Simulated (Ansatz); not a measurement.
**C₃H₁₀Ge: one species, many methods**

How much do the methods differ for C₃H₁₀Ge? The plan is to run it at one geometry with functionals of several rungs and with coupled cluster, and see how far each lands from CCSD(T) at the basis-set limit for the atomisation energy.

The runs use Ansatz 0.2.0, Gaussian basis; functionals in def2-TZVPP, the program's frozen cores in correlated methods.

Plan: LDA (SPW92), PBE-D4, revPBE-D4, BLYP-D4, r2SCAN-D4, B97M-V, PBE0-D4, B3LYP-D4, r2SCANh-D4, r2SCAN0-D4, HSE06-D4, BHLYP-D4, CAM-B3LYP-D4, LC-ωPBE, ωB97X-V, ωB97M-V, B2PLYP, PBE-QIDH; CCSD(T)/def2-SVP; CCSD(T)/def2-TZVPP; MP2/def2-QZVPP; extrapolation to the limit; RPA on PBE.

### Step 1. Structure used throughout

All runs share one geometry, relaxed beforehand with PBE0-D4 in a triple-zeta def2 set.

SMILES `C[CH2][GeH2][CH3]`, 14 atoms, charge 0, spin multiplicity 1.

Atoms are counted from 1 here; the program's logs count them from 0.

Bond lengths: C1–C2 1.523 Å, C1–H5 1.093 Å, C1–H6 1.094 Å, C1–H7 1.093 Å, C2–Ge3 1.963 Å, C2–H8 1.094 Å, C2–H9 1.094 Å, Ge3–C4 1.956 Å, Ge3–H10 1.545 Å, Ge3–H11 1.544 Å, C4–H12 1.091 Å, C4–H13 1.091 Å, C4–H14 1.091 Å. Angles: C2–C1–H5 111.7°, C2–C1–H6 111.6°, C2–C1–H7 111.4°, H5–C1–H6 107.2°, H5–C1–H7 107.3°, H6–C1–H7 107.4°, C1–C2–Ge3 113.2°, C1–C2–H8 110.7°, C1–C2–H9 110.6°, Ge3–C2–H8 107.7°, Ge3–C2–H9 107.8°, H8–C2–H9 106.4°, C2–Ge3–C4 110.8°, C2–Ge3–H10 109.1°, C2–Ge3–H11 109.9°, C4–Ge3–H10 109.3°, C4–Ge3–H11 109.6°, H10–Ge3–H11 108.1° and more.

### Step 2. LDA

This LDA is Slater exchange with PW92 correlation.

Contents of in.yaml:

```yaml
crystal:
  periodic: [false, false, false]
  atoms:
    - {symbol: C, position_ang: [-0.804738, 1.069351, 1.273301]}
    - {symbol: C, position_ang: [-0.602681, -0.424233, 1.057864]}
    - {symbol: Ge, position_ang: [0.856459, -0.836312, -0.188186]}
    - {symbol: C, position_ang: [0.504910, -0.061432, -1.949530]}
    - {symbol: H, position_ang: [-1.051334, 1.582337, 0.339890]}
    - {symbol: H, position_ang: [-1.618483, 1.268269, 1.976380]}
    - {symbol: H, position_ang: [0.096510, 1.540663, 1.674804]}
    - {symbol: H, position_ang: [-1.514606, -0.885912, 0.667415]}
    - {symbol: H, position_ang: [-0.384336, -0.924078, 2.005699]}
    - {symbol: H, position_ang: [2.176837, -0.259056, 0.370189]}
    - {symbol: H, position_ang: [1.019571, -2.366135, -0.319411]}
    - {symbol: H, position_ang: [0.423946, 1.024500, -1.881133]}
    - {symbol: H, position_ang: [-0.427906, -0.454976, -2.357015]}
    - {symbol: H, position_ang: [1.312854, -0.302288, -2.641567]}
basis:
  gaussian: {orbitals: def2-TZVPP}
hamiltonian: {xc: lda}
output: {orbitals: {seedname: orbitals}}
```

After this run come: PBE-D4 (GGA); revPBE-D4 (GGA); BLYP-D4 (GGA); r2SCAN-D4 (meta-GGA); B97M-V (meta-GGA); PBE0-D4 (hybrid); B3LYP-D4 (hybrid); r2SCANh-D4 (hybrid); r2SCAN0-D4 (hybrid); HSE06-D4 (hybrid); BHLYP-D4 (hybrid); CAM-B3LYP-D4 (range-separated); LC-ωPBE-D4 (range-separated); ωB97X-V (range-separated); ωB97M-V (range-separated); B2PLYP (double hybrid); PBE-QIDH (double hybrid); CCSD(T) in def2-SVP; CCSD(T) in def2-TZVPP; MP2 in def2-QZVPP; RPA on PBE orbitals.

**Question.** What will the summary of the whole plan be? Wanted: atomisation energy, CCSD(T)/CBS; farthest beyond LDA; mean size of error, GGA; mean size of error, meta-GGA; mean size of error, hybrid; mean size of error, range-separated; mean size of error, double hybrid; gap, smallest and largest; T1 diagnostic.

As calculated:

| quantity | value |
| --- | --- |
| atomisation energy, CCSD(T)/CBS | 4997.6 kJ/mol |
| functionals within 50.0 kJ/mol (1.0 %) | PBE-D4, r2SCAN-D4, B97M-V, PBE0-D4, B3LYP-D4, r2SCANh-D4, r2SCAN0-D4, HSE06-D4, CAM-B3LYP-D4, LC-ωPBE, ωB97X-V, ωB97M-V, PBE-QIDH |
| farthest beyond LDA | BHLYP-D4 (-96.7 kJ/mol) |
| mean size of error, GGA | 50.8 kJ/mol |
| mean size of error, meta-GGA | 7.0 kJ/mol |
| mean size of error, hybrid | 30.3 kJ/mol |
| mean size of error, range-separated | 13.7 kJ/mol |
| mean size of error, double hybrid | 42.8 kJ/mol |
| gap, smallest and largest | 6.89 eV (BLYP-D4), 13.74 eV (LC-ωPBE) |
| T1 diagnostic | 0.0097 |
| triples share of the correlation energy | 3.5 % |

**Reading.** LDA overbinds by 592.7 kJ/mol (12 %). PBE-D4 misses by +23.9 kJ/mol. Double hybrids carry the basis error of their MP2 part in triple zeta, and no dispersion term here, so their miss is partly the set-up's. The rungs meta-GGA, range-separated, hybrid, double hybrid miss on average by less than the doubt on the reference (50.0 kJ/mol), so they tie. Misses under about 50.0 kJ/mol are within the doubt on the reference itself, which lacks core-valence correlation, relativity and higher excitations, and its outer-core shells are covered unevenly. Hartree-Fock recovers 76 % of the binding; the rest is correlation. CCSD(T) in def2-SVP is off by -220.5 kJ/mol, more than most functionals: a good method in a small basis is no reference. The gap grows from 6.9 to 13.7 eV across the functionals, mostly with the share of exact exchange. Correlated methods include outer-core shells of Ge, which these sets cover unevenly.
